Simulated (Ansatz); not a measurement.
**PtC (CsCl type): how the settings move a single-point run**

Question: which choices in the input matter for PtC (CsCl type)?

Program: Ansatz 0.2.0. Level of theory: reference: DFT, PBEsol, PAW with Ansatz's default frozen-core files, scalar-relativistic. These are calculated values, not measurements.

**1. The starting structure**

Symmetry: Pm-3m, No. 221, cubic system. The conventional cell has a = 2.656 Å, b = 2.656 Å, c = 2.656 Å, α = 90.00°, β = 90.00°, γ = 90.00°. Around Pt (site symmetry m-3m) lie 8 C at 2.30 Å. Around C (site symmetry m-3m) lie 8 Pt at 2.30 Å.

As a file:

```
CELL_PARAMETERS angstrom
2.65600 0.00000 0.00000
0.00000 2.65600 0.00000
0.00000 0.00000 2.65600
ATOMIC_POSITIONS crystal
Pt 0.00000 0.00000 0.00000
C 0.50000 0.50000 0.50000
```

**2. Reference**

The input, input.yaml:

```yaml
crystal:
  lattice:
    - [2.6560040483, 0.0, 0.0]
    - [0.0, 2.6560040483, 0.0]
    - [0.0, 0.0, 2.6560040483]
  atoms:
    - { symbol: Pt, position: [0.0, 0.0, 0.0] }
    - { symbol: C, position: [0.5, 0.5, 0.5] }
kpoints:
  mp_grid: { grid: [14, 14, 14] }
scf:
  occupations: { method: fermi_dirac, width: 0.05 }
hamiltonian:
  xc: pbesol
  pseudopotentials: { kind: paw }
output:
  forces: true
  stress: true
  eigenvalues: true
  populations: true
```

Launch:

```
> ansatz run input.yaml --threads 1 --pin off --max-ram 2048MiB --backend cpu --events-out ev --progress --plain --runs-dir out
```

**3. Variant: eigensolver.kind davidson, basis.precision f64**

Edit input.yaml of step 2 so:

```diff
@@ -12,2 +12,3 @@
   occupations: { method: fermi_dirac, width: 0.05 }
+  eigensolver: { kind: davidson }
 hamiltonian:
@@ -20 +21,3 @@
   populations: true
+basis:
+  precision: f64
```

Before running it: what results should come out? Wanted: for each run, ending; energy change; pressure; gap; force.

As calculated:

| run | ending | energy change | pressure (GPa) | gap (eV) | force (eV/Å) | cycles | time |
| --- | --- | --- | --- | --- | --- | --- | --- |
| reference | converged | 0 | 46.3 | 0.00 | 0.00 | 6 | 3 s |
| 1: eigensolver.kind davidson, basis.precision f64 | converged | 0.0 meV/atom | 46.3 | 0.00 | 0.00 | 6 | 3.1 s |

Residual by cycle in the longest SCF loop of each run; runs are numbered as in the table. The quantity is the density residual dr2, in eV.

| cycle | reference | run 1 |
| --- | --- | --- |
| 1 | 0.00765 | 0.00773 |
| 2 | 0.00305 | 0.00309 |
| 3 | 2.3e-5 | 1.4e-5 |
| 4 | 6.9e-7 | 7.4e-7 |
| 5 | 1.8e-8 | 7.4e-9 |
| 6 | 2.2e-11 | 1.7e-10 |

**Reading.** Energy and cycle count are those of the reference, so the change (solver and arithmetic precision) left the result and the number of cycles as they were. The structure is not at rest: the sound run finds 46 GPa, so these are no properties of the relaxed crystal. 
